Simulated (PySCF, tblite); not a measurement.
# C14H12OSe: excited states

What do calculations give for the excited states of C14H12OSe (`C[Se]c1ccccc1C(=O)c1ccccc1`)?

Computed with tblite 0.8.0 and PySCF 2.14.0 and routines of our own; the level stands in each step. Atoms count from 0.

## (1) The starting structure

28 atoms, charge 0, multiplicity 1; geometry from: force field or distance geometry start.

## (2) Geometry optimisation with GFN2-xTB

Job settings and geometry (Å):

```
{"job": {"kind": "relax", "xc": "GFN2-xTB", "basis": "xTB"}, "charge": 0, "multiplicity": 1}
C     -2.265100    -2.817300    -0.605100
Se    -0.761200    -1.604200    -0.292400
C     -1.427500     0.190100    -0.135600
C     -2.775700     0.364000     0.223100
C     -3.342400     1.603200     0.363700
C     -2.541600     2.721000     0.097300
C     -1.205800     2.556800    -0.271800
C     -0.633400     1.292600    -0.387900
C      0.764200     1.197000    -0.782200
O      1.118900     1.943300    -1.733500
C      1.739000     0.344300    -0.179300
C      2.828200    -0.034600    -0.934000
C      3.834200    -0.853400    -0.426900
C      3.781100    -1.335900     0.872900
C      2.665100    -0.937700     1.636100
C      1.678300    -0.128700     1.133500
H     -2.570400    -2.604600    -1.668400
H     -3.154200    -2.545100     0.033700
H     -1.982500    -3.848800    -0.416400
H     -3.414200    -0.490300     0.441400
H     -4.383400     1.750400     0.647300
H     -2.930800     3.735000     0.183100
H     -0.604200     3.465600    -0.447200
H      2.872700     0.335000    -1.954400
H      4.670300    -1.106000    -1.088700
H      4.539700    -1.969700     1.270200
H      2.615900    -1.317500     2.666300
H      0.863900     0.123100     1.769600
```

On the command line:

```sh
$ OMP_NUM_THREADS=1 python excited_run.py task.json out
```

This one command runs all jobs of the session in turn.

What it wrote:

```text
step      E/eV     max force
  0   -1177.57253    3.945
  1   -1177.80710    3.484
  2   -1177.90712    0.728
  3   -1177.93454    0.406
  4   -1177.95431    0.388
  5   -1177.96547    0.259
  6   -1177.97559    0.231
  7   -1177.98073    0.132
  8   -1177.98538    0.156
  9   -1177.98900    0.147
 10   -1177.99218    0.125
 11   -1177.99460    0.102
 12   -1177.99662    0.088
 13   -1177.99844    0.086
 14   -1178.00023    0.102
 15   -1178.00218    0.109
 16   -1178.00433    0.097
 17   -1178.00646    0.097
 18   -1178.00824    0.091
 19   -1178.00971    0.076
 20   -1178.01120    0.072
 21   -1178.01306    0.092
 22   -1178.01526    0.109
 23   -1178.01751    0.124
 24   -1178.01973    0.122
 25   -1178.02208    0.105
 26   -1178.02468    0.119
 27   -1178.02727    0.113
 28   -1178.02948    0.113
 29   -1178.03142    0.099
 30   -1178.03362    0.111
 31   -1178.03637    0.149
 32   -1178.03941    0.145
 33   -1178.04213    0.100
 34   -1178.04433    0.091
 35   -1178.04628    0.103
 36   -1178.04829    0.124
 37   -1178.04943    0.231
 38   -1178.05128    0.139
 39   -1178.05342    0.086
 40   -1178.05634    0.084
 41   -1178.06020    0.129
 42   -1178.06397    0.127
 43   -1178.06678    0.103
 44   -1178.06935    0.083
 45   -1178.07172    0.104
 46   -1178.07372    0.108
 47   -1178.07477    0.137
 48   -1178.07598    0.075
 49   -1178.07661    0.063
 50   -1178.07719    0.045
 51   -1178.07764    0.036
 52   -1178.07802    0.036
 53   -1178.07839    0.037
 54   -1178.07876    0.036
 55   -1178.07902    0.028
 56   -1178.07919    0.025
 57   -1178.07932    0.027
 58   -1178.07946    0.029
 59   -1178.07960    0.026
 60   -1178.07971    0.020
 61   -1178.07982    0.020
 62   -1178.07992    0.021
 63   -1178.08005    0.021
 64   -1178.08018    0.025
 65   -1178.08032    0.025
 66   -1178.08048    0.030
 67   -1178.08064    0.029
 68   -1178.08077    0.023
 69   -1178.08087    0.019
 70   -1178.08095    0.018
 71   -1178.08105    0.020
 72   -1178.08115    0.018
 73   -1178.08124    0.017
 74   -1178.08133    0.018
 75   -1178.08142    0.020
 76   -1178.08152    0.020
 77   -1178.08162    0.019
 78   -1178.08170    0.017
 79   -1178.08179    0.019
 80   -1178.08188    0.018
 81   -1178.08196    0.021
 82   -1178.08205    0.022
 83   -1178.08215    0.021
 84   -1178.08226    0.020
 85   -1178.08235    0.018
 86   -1178.08243    0.016
 87   -1178.08252    0.020
 88   -1178.08261    0.023
 89   -1178.08270    0.019
 90   -1178.08277    0.013
 91   -1178.08281    0.013
 92   -1178.08286    0.014
 93   -1178.08293    0.019
 94   -1178.08301    0.018
 95   -1178.08309    0.018
 96   -1178.08314    0.013
 97   -1178.08320    0.014
 98   -1178.08326    0.017
 99   -1178.08333    0.015
100   -1178.08339    0.014
101   -1178.08343    0.013
102   -1178.08346    0.013
103   -1178.08349    0.011
104   -1178.08352    0.011
105   -1178.08354    0.011
106   -1178.08357    0.010
107   -1178.08360    0.009
```

Wall time 1.7 s (1 thread of Arm Neoverse V1, shared host); peak memory 0.18 GiB.

Step by step: (not every step is listed)

| step | energy from step 0 (eV) | largest force (eV/Å) |
| --- | --- | --- |
| 0 | 0.0000 | 3.9445 |
| 1 | -0.2346 | 3.4836 |
| 2 | -0.3346 | 0.7281 |
| 3 | -0.3620 | 0.4057 |
| 4 | -0.3818 | 0.3883 |
| 5 | -0.3929 | 0.2585 |
| 6 | -0.4031 | 0.2308 |
| 7 | -0.4082 | 0.1319 |
| 8 | -0.4129 | 0.1562 |
| 17 | -0.4339 | 0.0974 |
| 26 | -0.4522 | 0.1192 |
| 35 | -0.4738 | 0.1030 |
| 44 | -0.4968 | 0.0833 |
| 53 | -0.5059 | 0.0369 |
| 62 | -0.5074 | 0.0210 |
| 71 | -0.5085 | 0.0202 |
| 80 | -0.5094 | 0.0177 |
| 89 | -0.5102 | 0.0191 |
| 98 | -0.5107 | 0.0168 |
| 102 | -0.5109 | 0.0128 |
| 103 | -0.5110 | 0.0106 |
| 104 | -0.5110 | 0.0112 |
| 105 | -0.5110 | 0.0112 |
| 106 | -0.5110 | 0.0103 |
| 107 | -0.5111 | 0.0092 |

Close pairs (by a distance rule), those that changed most:

| bond | before (Å) | after (Å) | change (Å) |
| --- | --- | --- | --- |
| C8–C10 | 1.429 | 1.484 | +0.055 |
| C8–O9 | 1.260 | 1.213 | -0.047 |
| C0–H17 | 1.128 | 1.088 | -0.040 |
| C0–H16 | 1.127 | 1.087 | -0.039 |
| C7–C8 | 1.455 | 1.491 | +0.036 |
| C6–H22 | 1.104 | 1.080 | -0.024 |
| C13–C14 | 1.409 | 1.386 | -0.024 |
| C14–H26 | 1.099 | 1.080 | -0.019 |

The final coordinates are the input of the step that follows.

## (3) Harmonic vibrations with GFN2-xTB

Job settings and geometry (Å):

```
{"job": {"kind": "ir", "xc": "GFN2-xTB", "basis": "xTB"}, "charge": 0, "multiplicity": 1}
C     -2.211366    -2.666154    -0.724462
Se    -0.581841    -1.604499    -0.500225
C     -1.341789     0.130277    -0.167394
C     -2.642603     0.245909     0.305015
C     -3.215602     1.489585     0.499866
C     -2.504272     2.639862     0.203206
C     -1.212230     2.533651    -0.275537
C     -0.609273     1.291258    -0.443197
C      0.789130     1.272394    -0.959546
O      1.137303     1.995539    -1.868505
C      1.730771     0.352741    -0.274690
C      2.798455    -0.182774    -0.993356
C      3.705189    -1.018369    -0.370787
C      3.570363    -1.304249     0.978695
C      2.529501    -0.750714     1.707257
C      1.606801     0.070034     1.086351
H     -2.890271    -2.155422    -1.402807
H     -2.683076    -2.855187     0.237197
H     -1.891919    -3.609413    -1.161161
H     -3.215727    -0.639261     0.533361
H     -4.224342     1.555594     0.880334
H     -2.953463     3.611259     0.340820
H     -0.640197     3.415477    -0.525085
H      2.891151     0.060956    -2.041179
H      4.520577    -1.445318    -0.935752
H      4.279772    -1.956614     1.466207
H      2.434907    -0.963063     2.762019
H      0.803150     0.513858     1.657567
```

What it wrote:

```text
mode    cm-1     km/mol
  1      27.6      2.64
  2      38.9      2.49
  3      46.3      0.52
  4      72.6      0.50
  5      89.6      3.54
  6     120.8      1.43
  7     151.3      0.32
  8     184.2      0.80
  9     208.6      0.48
 10     216.4      1.54
 11     235.3      0.18
 12     264.2      2.38
 13     327.2      0.17
 14     353.3      3.06
 15     367.0      0.88
 16     398.2      0.72
 17     426.1      1.49
 18     440.3      2.57
 19     549.8      0.26
 20     562.8     29.00
 21     585.8      0.14
 22     604.3     13.64
 23     628.9      6.70
 24     654.1      1.45
 25     667.2      4.42
 26     703.0     36.63
 27     729.4      5.90
 28     764.2     14.63
 29     781.6      5.95
 30     860.8     15.42
 31     864.2      8.48
 32     870.6      1.78
 33     873.6      2.21
 34     902.9     22.88
 35     908.3      6.70
 36     914.0      5.90
 37     923.8      0.13
 38     927.2      0.66
 39     933.2      0.02
 40     983.6      6.63
 41    1019.1     38.80
 42    1079.2      0.16
 43    1098.6      0.68
 44    1118.4      0.74
 45    1139.3      7.29
 46    1176.4     17.71
 47    1181.0      0.36
 48    1181.3      0.50
 49    1196.0      8.43
 50    1237.0     26.77
 51    1252.4    126.21
 52    1275.4      2.04
 53    1280.9      8.20
 54    1312.6      0.82
 55    1325.6      0.88
 56    1407.7     31.02
 57    1427.4     23.43
 58    1428.9      4.22
 59    1432.1      4.51
 60    1446.0      1.95
 61    1459.3     17.25
 62    1559.6     17.85
 63    1573.7     43.26
 64    1578.0      0.57
 65    1589.6     21.61
 66    1703.6    325.77
 67    2998.5      6.13
 68    3013.5     10.21
 69    3024.4      7.60
 70    3066.6     12.01
 71    3078.0      1.49
 72    3079.7     11.13
 73    3084.1     36.63
 74    3085.3      8.92
 75    3092.2     46.41
 76    3096.7     34.06
 77    3097.4     26.65
 78    3101.0     34.23
```

It took 2.4 s on 1 thread of Arm Neoverse V1, shared host; peak memory 0.18 GiB.

Which atoms move in the most intense modes:

| cm⁻¹ | km/mol | atoms |
| --- | --- | --- |
| 703 | 36.6 | C8 24 %, C7 12 % |
| 1019 | 38.8 | C2 29 %, C6 19 %, C8 12 % |
| 1252 | 126.2 | C8 24 %, C7 17 %, C10 14 %, H22 12 % |
| 1574 | 43.3 | C6 29 %, C3 23 %, C5 16 %, C4 11 % |
| 1704 | 325.8 | C8 61 %, O9 38 % |
| 3084 | 36.6 | H24 38 %, H26 37 %, H23 10 % |
| 3092 | 46.4 | H25 34 %, H26 29 %, H23 25 % |
| 3101 | 34.2 | H21 44 %, H19 28 %, H20 14 % |

## (4) Excited states: TDA PBE0/def2-SVP

Settings changed since step 3:

```diff
@@ -1,2 +1,2 @@
-{"job": {"kind": "ir", "xc": "GFN2-xTB", "basis": "xTB"}, "charge": 0, "multiplicity": 1}
+{"job": {"kind": "states", "xc": "PBE0", "basis": "def2-SVP", "tda": true, "soc": true, "nstates": 6, "ntriplets": 6, "nquad": 4}, "charge": 0, "multiplicity": 1}
 C     -2.211366    -2.666154    -0.724462
```

Method: TDA PBE0/def2-SVP excited states, vertical, gas phase, spin-orbit mean-field couplings.

What it wrote:

```text
coarse grid: 114696 points
cycle   1  E = -3015.5929572792  dE =  2.020e+00  |g| = 8.323e-01  |ddm| = 6.886e+00
cycle   2  E = -3015.1325279279  dE =  4.604e-01  |g| = 1.720e+00  |ddm| = 3.407e+00
cycle   3  E = -3015.7336572523  dE = -6.011e-01  |g| = 2.200e-01  |ddm| = 2.683e+00
cycle   4  E = -3015.7446840346  dE = -1.103e-02  |g| = 8.497e-02  |ddm| = 4.556e-01
cycle   5  E = -3015.7461886363  dE = -1.505e-03  |g| = 3.973e-02  |ddm| = 1.518e-01
cycle   6  E = -3015.7465984704  dE = -4.098e-04  |g| = 8.703e-03  |ddm| = 5.425e-02
cycle   7  E = -3015.7466176514  dE = -1.918e-05  |g| = 3.083e-03  |ddm| = 1.677e-02
cycle   8  E = -3015.7466199909  dE = -2.340e-06  |g| = 8.961e-04  |ddm| = 5.653e-03
final grid: 245664 points
cycle   9  E = -3015.7466489232  dE =  3.281e-07  |g| = 1.623e-03  |ddm| = 5.697e-03
cycle  10  E = -3015.7466470675  dE =  1.856e-06  |g| = 3.281e-03  |ddm| = 5.713e-03
cycle  11  E = -3015.7466495312  dE = -2.464e-06  |g| = 2.925e-04  |ddm| = 3.945e-03
cycle  12  E = -3015.7466495525  dE = -2.134e-08  |g| = 4.766e-05  |ddm| = 4.033e-04
cycle  13  E = -3015.7466495531  dE = -5.784e-10  |g| = 1.144e-05  |ddm| = 7.356e-05
converged SCF energy = -3015.7466495531

Singlet excitations
state   eV       nm        f     d(h-e)  d(exc)  Lambda  PR(NTO)  |dmu|/D   mu/D   main configurations
  1   3.2986   375.9   0.01059   2.366   4.096   0.369   1.012    7.340   10.081   H->L 0.99
  2   3.7166   333.6   0.00177   0.968   2.912   0.620   1.009    1.801    2.155   H-1->L 0.76, H-4->L 0.10
  3   4.5083   275.0   0.00555   1.454   3.950   0.497   1.192    4.138    6.804   H->L+1 0.89
  4   4.8092   257.8   0.04100   2.368   4.288   0.541   1.196    8.235   10.235   H->L+2 0.66, H->L+3 0.22
  5   4.8819   254.0   0.02220   1.334   3.891   0.607   1.577                     H-3->L 0.51, H-2->L 0.15, H-4->L 0.12
  6   4.9243   251.8   0.04312   1.000   3.902   0.547   2.141                     H->L+3 0.33, H-3->L 0.25, H-4->L 0.17

Triplet excitations (Tamm-Dancoff)
state   eV     d(h-e)  d(exc)  Lambda  PR(NTO)   main configurations
  1   3.0210   0.843   3.453   0.475   1.113   H->L 0.57, H-1->L 0.34
  2   3.1571   0.586   3.280   0.530   1.086   H-1->L 0.51, H->L 0.34
  3   3.7078   0.435   2.991   0.639   1.390   H-2->L 0.60
  4   3.8321   0.805   3.236   0.558   1.785   H->L+2 0.32, H->L+3 0.14, H->L+1 0.10
  5   4.0405   0.777   3.420   0.542   1.993   H->L+1 0.56, H-3->L 0.22
  6   4.1999   0.545   3.205   0.601   1.935   H-4->L 0.49, H->L+2 0.19
S1 - T1 = 0.2776 eV

Spin-orbit couplings |<S|Hso|T>| (cm-1)
             T1       T2       T3       T4       T5       T6
S0       78.048   72.450   26.025   66.122  171.523   33.268
S1       21.312   36.677   91.485   15.753    9.460    4.464
S2       43.888   30.486    7.703   15.335    7.386    9.087
S3       13.243   14.123   15.239   25.759    8.296    8.730
S4       47.048   33.158    2.036   17.229   14.238   18.348
S5       16.311   13.047    3.505    3.154   14.930    2.361
S6       14.801   10.140    5.736   14.403   16.667    7.811
T1 sublevels (cm-1): 0.000 0.433 1.311   radiative rates (1/s): 176 2.42e+03 971
```

Wall time 3.3 min (1 thread of Arm Neoverse V1, shared host); peak memory 1.5 GiB.

Key values:

| quantity | value |
| --- | --- |
| S1 less T1 | 0.28 eV |

## (5) Summary of results

| quantity | value |
| --- | --- |
| strongest single infrared mode (GFN2-xTB) | 1704 cm⁻¹, 326 km/mol |
| zero-point energy (GFN2-xTB) | 132.2 kcal/mol |
| S1 less T1 (step 4, TDA PBE0/def2-SVP) | 0.28 eV |

All 78 modes are real, so the xTB geometry is a minimum. The strongest single mode, at 1704 cm⁻¹, moves mainly C8 and O9. GFN2-xTB is a fitted tight-binding method: band positions and strengths are rough. Its intensities can rank the bands wrongly. Scalar relativity is left out for the heavy atoms. In step 4 hole and electron of S1 lie 2.4 Å apart, a charge-transfer state, which a functional without long-range exact exchange places too low; S1, its gap to T1 and the count of triplets below it are unsure. In step 4, the number of triplets below S1 is 2, and the largest singlet-triplet spin-orbit coupling is S0–T5, 171.52 cm⁻¹.
